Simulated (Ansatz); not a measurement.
# AlClFHO (SMILES [OH][Al]([F])[Cl]): one structure at several levels

Aim: energy, forces and dipole at a structure displaced at random from a GFN2-xTB minimum, from CCSD(T) and from density functionals.

The runs use Ansatz 0.2.0, Gaussian basis; single points in def2-TZVPP.

Correlated methods freeze the cores.

**1. Starting geometry**

SMILES `[OH][Al]([F])[Cl]`, 5 atoms, charge 0, spin multiplicity 1.

Atoms are counted from 1 here; the program's logs count them from 0.

Bond lengths: O1–Al2 1.559 Å, O1–H5 0.945 Å, Al2–F3 1.618 Å, Al2–Cl4 2.046 Å. Angles: Al2–O1–H5 165.4°, O1–Al2–F3 118.1°, O1–Al2–Cl4 121.1°, F3–Al2–Cl4 120.8°.

As a file:

```
O     0.2764    1.0183   -0.3062
Al   -0.1024   -0.4253    0.1450
F     0.2187   -0.8551    1.6716
Cl   -0.9844   -1.7399   -1.1513
H     0.5835    1.9104   -0.3535
```

**2. CCSD(T)/def2-TZVPP**

run/in.yaml

```yaml
crystal:
  periodic: [false, false, false]
  atoms:
    - {symbol: O, position_ang: [0.276400, 1.018300, -0.306200]}
    - {symbol: Al, position_ang: [-0.102400, -0.425300, 0.145000]}
    - {symbol: F, position_ang: [0.218700, -0.855100, 1.671600]}
    - {symbol: Cl, position_ang: [-0.984400, -1.739900, -1.151300]}
    - {symbol: H, position_ang: [0.583500, 1.910400, -0.353500]}
basis:
  gaussian: {orbitals: def2-TZVPP}
correlation: {method: ccsd_t}
output: {forces: true}
```

The command line of these runs was not kept.

**3. PBE0-D4/def2-TZVPP**

run/in.yaml: that of step 2 with these lines changed.

```diff
@@ -10,3 +10,3 @@
   gaussian: {orbitals: def2-TZVPP}
-correlation: {method: ccsd_t}
-output: {forces: true}
+hamiltonian: {xc: pbe0, dispersion: d4}
+output: {forces: true, orbitals: {seedname: orbitals}}
```

**4. wB97M-V/def2-TZVPP**

run/in.yaml: that of step 3 with these lines changed.

```diff
@@ -10,3 +10,3 @@
   gaussian: {orbitals: def2-TZVPP}
-hamiltonian: {xc: pbe0, dispersion: d4}
-output: {forces: true, orbitals: {seedname: orbitals}}
+hamiltonian: {xc: {name: wB97M-V}}
+output: {forces: true}
```

**5. r2SCAN-D4/def2-TZVPP**

run/in.yaml: that of step 4 with these lines changed.

```diff
@@ -10,3 +10,3 @@
   gaussian: {orbitals: def2-TZVPP}
-hamiltonian: {xc: {name: wB97M-V}}
+hamiltonian: {xc: r2scan, dispersion: d4}
 output: {forces: true}
```

**6. PBE-D4/def2-TZVPP**

run/in.yaml: that of step 5 with these lines changed.

```diff
@@ -10,3 +10,3 @@
   gaussian: {orbitals: def2-TZVPP}
-hamiltonian: {xc: r2scan, dispersion: d4}
+hamiltonian: {xc: pbe, dispersion: d4}
 output: {forces: true}
```

**7. CAM-B3LYP-D4/def2-TZVPP**

run/in.yaml: that of step 6 with these lines changed.

```diff
@@ -10,3 +10,3 @@
   gaussian: {orbitals: def2-TZVPP}
-hamiltonian: {xc: pbe, dispersion: d4}
+hamiltonian: {xc: {name: CAM-B3LYP}, dispersion: d4}
 output: {forces: true}
```

**8. wB97X-V/def2-TZVPP**

run/in.yaml: that of step 7 with these lines changed.

```diff
@@ -10,3 +10,3 @@
   gaussian: {orbitals: def2-TZVPP}
-hamiltonian: {xc: {name: CAM-B3LYP}, dispersion: d4}
+hamiltonian: {xc: {name: wB97X-V}}
 output: {forces: true}
```

(Steps that only read results are left out.)

**Question.** What will these runs give? Wanted: energy less free atoms, CCSD(T)/def2-TZVPP; RMS force component; RMS force error; HOMO and LUMO, PBE0-D4; T1 diagnostic.

**Answer**, as computed:

```
                                  quantity                                                                                                value
energy less free atoms, CCSD(T)/def2-TZVPP                                                                                      -448.3 kcal/mol
                       RMS force component                                                                 1.114 to 1.236 eV/Å over the methods
                           RMS force error  PBE0-D4 0.094, wB97M-V 0.061, r2SCAN-D4 0.082, PBE-D4 0.206, CAM-B3LYP-D4 0.139, wB97X-V 0.074 eV/Å
                    HOMO and LUMO, PBE0-D4                                                                                   -9.35 and -0.67 eV
                             T1 diagnostic                                                                                                0.010
```

Against CCSD(T) the functionals' energies less atoms differ by -14.9 to -3.6 kcal/mol, PBE-D4 by -13.8 kcal/mol. The reference is not at the basis limit: in triple zeta CCSD(T) underbinds, which counts against methods that bind more; the gaps are no ranking. The forces of wB97M-V come nearest to CCSD(T), those of PBE-D4 are farthest. Frozen-core CCSD(T) forces in triple zeta carry basis errors of their own, and this is one geometry, so small gaps rank nothing.
